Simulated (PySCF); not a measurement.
# From one method to the next for CdGa

What do other methods print for CdGa?

Computed with PySCF 2.14.0. Level: each script names its method and basis.

6 further runs of the same task are left out: 1 for a known fault of the program, 5 that didn't finish.

### Step 1. The system as given

CdGa: 2 atoms, charge 0, spin multiplicity 2.

Bond lengths: Cd1–Ga2 2.605 Å.

### Step 2. The base run

Contents of input.py:

```python
from pyscf import gto, scf, mp

mol = gto.M(
    atom='Cd 0 0 0; Ga 0 0 2.605',
    basis='sto-3g',
    charge=0,
    spin=1,
    verbose=4,
)
mf = scf.UHF(mol)
mf = mf.newton()
mf.kernel()
mp.MP2(mf, frozen=23).kernel()
mf.dip_moment()
print('orbital energies (hartree):', [e[max(0, n-3):n+3].round(4) for e, n in zip(mf.mo_energy, mol.nelec)])
```

Run with:

```sh
$ python input.py
```

### Step 3. MP2

Variant 1 changes frozen orbitals: 23 → none.

Edit input.py of step 2 so:

```diff
@@ -12,3 +12,3 @@
 mf.kernel()
-mp.MP2(mf, frozen=23).kernel()
+mp.MP2(mf).kernel()
 mf.dip_moment()
```

### Step 4. Population analysis

Variant 2 changes step after the SCF: mp2 → analyze.

Contents of input.py:

```python
from pyscf import gto, scf

mol = gto.M(
    atom='Cd 0 0 0; Ga 0 0 2.605',
    basis='sto-3g',
    charge=0,
    spin=1,
    verbose=4,
)
mf = scf.UHF(mol)
mf = mf.newton()
mf.kernel()
mf.analyze()
print('orbital energies (hartree):', [e[max(0, n-3):n+3].round(4) for e, n in zip(mf.mo_energy, mol.nelec)])
```

### Step 5. RHF

Variant 3 changes SCF type: UHF → RHF.

Contents of input.py:

```python
from pyscf import gto, scf, mp

mol = gto.M(
    atom='Cd 0 0 0; Ga 0 0 2.605',
    basis='sto-3g',
    charge=0,
    spin=1,
    verbose=4,
)
mf = scf.RHF(mol)
mf = mf.newton()
mf.kernel()
mp.MP2(mf, frozen=23).kernel()
mf.dip_moment()
print('orbital energies (hartree):', mf.mo_energy[..., max(0, mol.nelec[1]-3):mol.nelec[0]+3].round(4))
```

### Step 6. Frozen orbitals 24

Variant 4 changes frozen orbitals: 23 → 24.

Edit input.py of step 2 so:

```diff
@@ -12,3 +12,3 @@
 mf.kernel()
-mp.MP2(mf, frozen=23).kernel()
+mp.MP2(mf, frozen=24).kernel()
 mf.dip_moment()
```

### Step 7. ROHF

Variant 5 changes SCF type: UHF → ROHF.

Contents of input.py:

```python
from pyscf import gto, scf, mp

mol = gto.M(
    atom='Cd 0 0 0; Ga 0 0 2.605',
    basis='sto-3g',
    charge=0,
    spin=1,
    verbose=4,
)
mf = scf.ROHF(mol)
mf = mf.newton()
mf.kernel()
mp.MP2(mf, frozen=23).kernel()
mf.dip_moment()
print('orbital energies (hartree):', mf.mo_energy[..., max(0, mol.nelec[1]-3):mol.nelec[0]+3].round(4))
```

### Step 8. B3lyp5 (UKS)

Variant 6 changes functional: none (Hartree–Fock) → b3lyp5; SCF type: UHF → UKS; step after the SCF: mp2 → analyze.

Contents of input.py:

```python
from pyscf import gto, dft

mol = gto.M(
    atom='Cd 0 0 0; Ga 0 0 2.605',
    basis='sto-3g',
    charge=0,
    spin=1,
    verbose=4,
)
mf = dft.UKS(mol, xc='b3lyp5')
mf = mf.newton()
mf.kernel()
mf.analyze()
print('orbital energies (hartree):', [e[max(0, n-3):n+3].round(4) for e, n in zip(mf.mo_energy, mol.nelec)])
```

Before running it: what results should come out? Wanted: for each run, E(SCF); from base; gap, α spin; SCF dipole; after the SCF.

**Answer**, as computed:

| run | E(SCF) (hartree) | from base (eV) | cycles | gap, α spin (eV) | SCF dipole (D) | after the SCF |
| --- | --- | --- | --- | --- | --- | --- |
| base | -7312.573491 | 0 | 7 macro | 9.86 | 5.48 | MP2 correlation -0.509 eV, core frozen |
| MP2 | -7312.573491 | 0.0000 | 7 macro | 9.86 | 5.48 | MP2 correlation -0.547 eV |
| population analysis | -7312.573491 | 0.0000 | 7 macro | 9.86 | 5.48 | n/a |
| RHF | -7312.496244 | +2.1020 | 6 macro | n/a | 7.06 | MP2 correlation -1.302 eV, core frozen |
| frozen orbitals 24 | -7312.573491 | 0.0000 | 7 macro | 9.86 | 5.48 | MP2 correlation -0.500 eV, core frozen |
| ROHF | -7312.496244 | +2.1020 | 6 macro | n/a | 7.06 | MP2 correlation -1.302 eV, core frozen |
| b3lyp5 (UKS) | -7315.319383 | not comparable | 13 macro | 1.85 | 3.69 | n/a |

What this shows: The largest comparable shift of the SCF energy, +2.102 eV, comes with the run “RHF”. A lower total energy from another functional means nothing by itself. The dearest run is “b3lyp5 (UKS)”, at 34 s against 1.4 s.
